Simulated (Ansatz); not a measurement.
# CH₇AlOSi₂: a ladder of functionals and wavefunction methods

The task here is to estimate one member of a computed series from the others.

Program: Ansatz 0.2.0, Gaussian basis. Level of theory: functionals in def2-TZVPP, the program's frozen cores in correlated methods. These are calculated values, not measurements.

Plan: PBE-D4, r2SCAN-D4, PBE0-D4, B3LYP-D4, ωB97X-V, ωB97M-V, B2PLYP; CCSD(T)/def2-TZVPP; MP2/def2-QZVPP; extrapolation to the limit.

## Structure used throughout

The geometry comes from an earlier relaxation with PBE0-D4 in a triple-zeta def2 set; it is a stationary point, not always the lowest conformer.

SMILES `[OH][Al]1[CH2][SiH2][SiH2]1`, 12 atoms, charge 0, spin multiplicity 1.

Atoms are counted from 1 here; the program's logs count them from 0.

Bond lengths: O1–Al2 1.693 Å, O1–H6 0.956 Å, Al2–C3 1.961 Å, Al2–Si5 2.444 Å, C3–Si4 1.893 Å, C3–H7 1.091 Å, C3–H8 1.099 Å, Si4–Si5 2.365 Å, Si4–H9 1.489 Å, Si4–H10 1.492 Å, Si5–H11 1.488 Å, Si5–H12 1.492 Å. Angles: Al2–O1–H6 124.0°, O1–Al2–C3 127.6°, O1–Al2–Si5 140.7°, C3–Al2–Si5 91.3°, Al2–C3–Si4 95.1°, Al2–C3–H7 121.1°, Al2–C3–H8 107.4°, Si4–C3–H7 116.1°, Si4–C3–H8 108.4°, H7–C3–H8 107.7°, C3–Si4–Si5 95.5°, C3–Si4–H9 115.1°, C3–Si4–H10 109.5°, Si5–Si4–H9 118.5°, Si5–Si4–H10 108.5°, H9–Si4–H10 108.9°, Al2–Si5–Si4 72.5°, Al2–Si5–H11 125.7° and more.

The first run:

in.yaml

```yaml
crystal:
  periodic: [false, false, false]
  atoms:
    - {symbol: O, position_ang: [-0.461556, 1.452006, 2.557138]}
    - {symbol: Al, position_ang: [-0.045908, 0.711863, 1.091832]}
    - {symbol: C, position_ang: [0.415592, -1.169694, 0.791240]}
    - {symbol: Si, position_ang: [-0.103822, -1.180626, -1.028686]}
    - {symbol: Si, position_ang: [0.007604, 1.165075, -1.308680]}
    - {symbol: H, position_ang: [-0.706568, 2.372211, 2.640057]}
    - {symbol: H, position_ang: [-0.004465, -1.959636, 1.415056]}
    - {symbol: H, position_ang: [1.510779, -1.251498, 0.840512]}
    - {symbol: H, position_ang: [0.723249, -2.043420, -1.917338]}
    - {symbol: H, position_ang: [-1.530679, -1.602561, -1.136710]}
    - {symbol: H, position_ang: [-1.063585, 1.840953, -2.089265]}
    - {symbol: H, position_ang: [1.336559, 1.610128, -1.821355]}
basis:
  gaussian: {orbitals: def2-TZVPP}
hamiltonian: {xc: pbe, dispersion: d4}
output: {forces: true, orbitals: {seedname: orbitals}}
```

The run is started by

```sh
ansatz run in.yaml --threads 4 --pin off --events-out ev --progress --plain --max-ram 10444MiB
```

Steps of the session up to this table: PBE-D4 (GGA); r2SCAN-D4 (meta-GGA); PBE0-D4 (hybrid); B3LYP-D4 (hybrid); ωB97X-V (range-separated); ωB97M-V (range-separated); B2PLYP (double hybrid); CCSD(T) in def2-TZVPP; MP2 in def2-QZVPP.

One of the session's tables, all rows but one given; the rest of the session is left out.

| method | atomisation energy (kcal/mol) |
| --- | --- |
| PBE-D4 | 969.1 |
| r2SCAN-D4 | 969.1 |
| PBE0-D4 | 959.3 |
| B3LYP-D4 | 959.0 |
| ωB97X-V | 970.6 |
| ωB97M-V | 965.2 |
| B2PLYP | 948.9 |
| HF/def2-TZVPP | 710.6 |
| MP2/def2-TZVPP | 948.9 |
| CCSD/def2-TZVPP | ? |
| CCSD(T)/def2-TZVPP | 940.3 |
| MP2/CBS | 975.6 |
| CCSD(T)/CBS | 967.0 |

Q: Estimate the row for CCSD/def2-TZVPP from the others.

As computed: atomisation energy (kcal/mol): 926.9. In the column «atomisation energy (kcal/mol)» it lies between HF/def2-TZVPP (710.6) and CCSD(T)/def2-TZVPP (940.3).
